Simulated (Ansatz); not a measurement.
# EuLuMgH6: the cost of one run

Program: Ansatz 0.2.0. Level of theory: DFT PBEsol, scalar-relativistic, plane waves, PAW. These are calculated values, not measurements.

2 further runs of the same task are left out: 2 set aside as unsound or not needed. Runs told in other sessions of the task aren't counted.

## (1) The structure to begin with

Symmetry: P1, No. 1, triclinic system. The conventional cell has a = 6.466 Å, b = 6.466 Å, c = 6.466 Å, α = 90.36°, β = 90.36°, γ = 90.36°. Around Eu (site symmetry 1) lie 12 H at 2.29 to 2.69 Å. Lu (site symmetry 1) has 6 H at 2.24 to 2.35 Å in its first shell of neighbours. Eu (site symmetry 1) is surrounded by 12 H at 2.27 to 2.70 Å. Lu (site symmetry 1) has 6 H at 2.25 to 2.34 Å in its first shell of neighbours. Lu (site symmetry 1) has 6 H at 2.28 to 2.36 Å in its first shell of neighbours. Around Mg (site symmetry 1) lie 6 H at 1.85 to 1.94 Å. Mg (site symmetry 1) has 6 H at 1.88 to 1.98 Å in its first shell of neighbours. Only part of the 27 independent sites is listed.

Coordinates:

```cif
data_structure
_symmetry_space_group_name_H-M 'P1'
_symmetry_Int_Tables_number 1
_cell_length_a 6.4660
_cell_length_b 6.4660
_cell_length_c 6.4660
_cell_angle_alpha 90.365
_cell_angle_beta 90.365
_cell_angle_gamma 90.365
_cell_volume 270.32
loop_
_atom_site_label
_atom_site_type_symbol
_atom_site_symmetry_multiplicity
_atom_site_Wyckoff_symbol
_atom_site_fract_x
_atom_site_fract_y
_atom_site_fract_z
_atom_site_occupancy
Eu1 Eu 1 a 0.08795 0.41772 0.75248 1
Lu1 Lu 1 a 0.42171 0.75634 0.08311 1
Eu2 Eu 1 a 0.75296 0.08535 0.41838 1
Eu3 Eu 1 a 0.58719 0.24392 0.90979 1
Lu2 Lu 1 a 0.91066 0.57961 0.25007 1
Lu3 Lu 1 a 0.24786 0.91716 0.57969 1
Mg1 Mg 1 a 0.99911 0.00326 0.00324 1
Mg2 Mg 1 a 0.33504 0.33611 0.33289 1
Mg3 Mg 1 a 0.66808 0.66105 0.66782 1
H1 H 1 a 0.56374 0.92891 0.73922 1
H2 H 1 a 0.89462 0.25775 0.08191 1
H3 H 1 a 0.22988 0.59389 0.41442 1
H4 H 1 a 0.41266 0.22981 0.59819 1
H5 H 1 a 0.74987 0.56525 0.93095 1
H6 H 1 a 0.07781 0.89151 0.26211 1
H7 H 1 a 0.26597 0.07954 0.89544 1
H8 H 1 a 0.59600 0.41533 0.23476 1
H9 H 1 a 0.92953 0.73811 0.56025 1
H10 H 1 a 0.10404 0.73836 0.92120 1
H11 H 1 a 0.43852 0.05981 0.25000 1
H12 H 1 a 0.76918 0.40099 0.58286 1
H13 H 1 a 0.40326 0.58450 0.77183 1
H14 H 1 a 0.73349 0.91857 0.10190 1
H15 H 1 a 0.06977 0.25110 0.43548 1
H16 H 1 a 0.25238 0.43449 0.06877 1
H17 H 1 a 0.58749 0.77063 0.40163 1
H18 H 1 a 0.91928 0.10569 0.73269 1
```

## (2) Search for the state of the open shells

Contents of input.yaml:

```yaml
crystal:
  lattice:
    - [5.2962621836, 2.8e-09, 3.7092959548]
    - [-2.6481310942, 4.5866975947, 3.7092959548]
    - [-2.6481310894, -4.5866975975, 3.7092959548]
  atoms:
    - { symbol: Eu, position: [0.0879492753, 0.417723764, 0.7524757445], spin: -6.0 }
    - { symbol: Lu, position: [0.421708369, 0.7563386854, 0.0831052024] }
    - { symbol: Eu, position: [0.7529601928, 0.0853491669, 0.4183762187], spin: 6.0 }
    - { symbol: Eu, position: [0.5871936701, 0.2439236024, 0.9097853792], spin: 6.0 }
    - { symbol: Lu, position: [0.910662135, 0.5796077918, 0.2500731032] }
    - { symbol: Lu, position: [0.2478576064, 0.9171552023, 0.579693562] }
    - { symbol: Mg, position: [-0.0008905641, 0.0032555029, 0.0032415217] }
    - { symbol: Mg, position: [0.3350431812, 0.3361116028, 0.3328915791] }
    - { symbol: Mg, position: [0.6680791461, 0.6610498023, 0.6678154833] }
    - { symbol: H, position: [0.563737904, 0.928908688, 0.7392183924] }
    - { symbol: H, position: [0.8946226771, 0.2577507619, 0.0819127932] }
    - { symbol: H, position: [0.2298777311, 0.5938860799, 0.4144183585] }
    - { symbol: H, position: [0.4126604283, 0.2298073402, 0.5981943513] }
    - { symbol: H, position: [0.7498687048, 0.5652515985, 0.9309527747] }
    - { symbol: H, position: [0.077807022, 0.8915115346, 0.2621050253] }
    - { symbol: H, position: [0.2659744559, 0.0795423275, 0.895441276] }
    - { symbol: H, position: [0.5959960845, 0.415329263, 0.2347634355] }
    - { symbol: H, position: [0.92953312, 0.7381077582, 0.5602528457] }
    - { symbol: H, position: [0.1040403815, 0.738357508, 0.921200382] }
    - { symbol: H, position: [0.4385151253, 0.0598065172, 0.2500007961] }
    - { symbol: H, position: [0.769183997, 0.4009890047, 0.5828567313] }
    - { symbol: H, position: [0.4032604862, 0.5845031168, 0.7718281852] }
    - { symbol: H, position: [0.7334878327, 0.9185730875, 0.1018977669] }
    - { symbol: H, position: [0.0697655293, 0.2510966441, 0.4354793011] }
    - { symbol: H, position: [0.2523823189, 0.4344918887, 0.0687705381] }
    - { symbol: H, position: [0.5874852928, 0.7706343682, 0.4016264975] }
    - { symbol: H, position: [0.9192798135, 0.1056888272, 0.7326941139] }
basis:
  ecutwfc: 420
kpoints:
  mp_grid: { grid: [1, 1, 1], shift: [0.0, 0.0, 0.0] }
hamiltonian:
  xc: pbesol
scf:
  occupations: { method: gaussian, width: 0.05 }
output:
  forces: true
  stress: true
  eigenvalues: true
  populations: true
  hubbard: { sites: [{ species: Eu, l: f }] }
magnetization:
  spin_polarized: true
```

Launch:

```
> ansatz run input.yaml --threads 8 --pin off --max-ram 14336MiB --backend cpu --events-out ev --progress --plain --runs-dir out
```

**Question.** How long does this run take on 8 threads of Arm Neoverse V1, shared host, and how much memory does it need?

About 4 s, with a peak of 0.6 GiB.
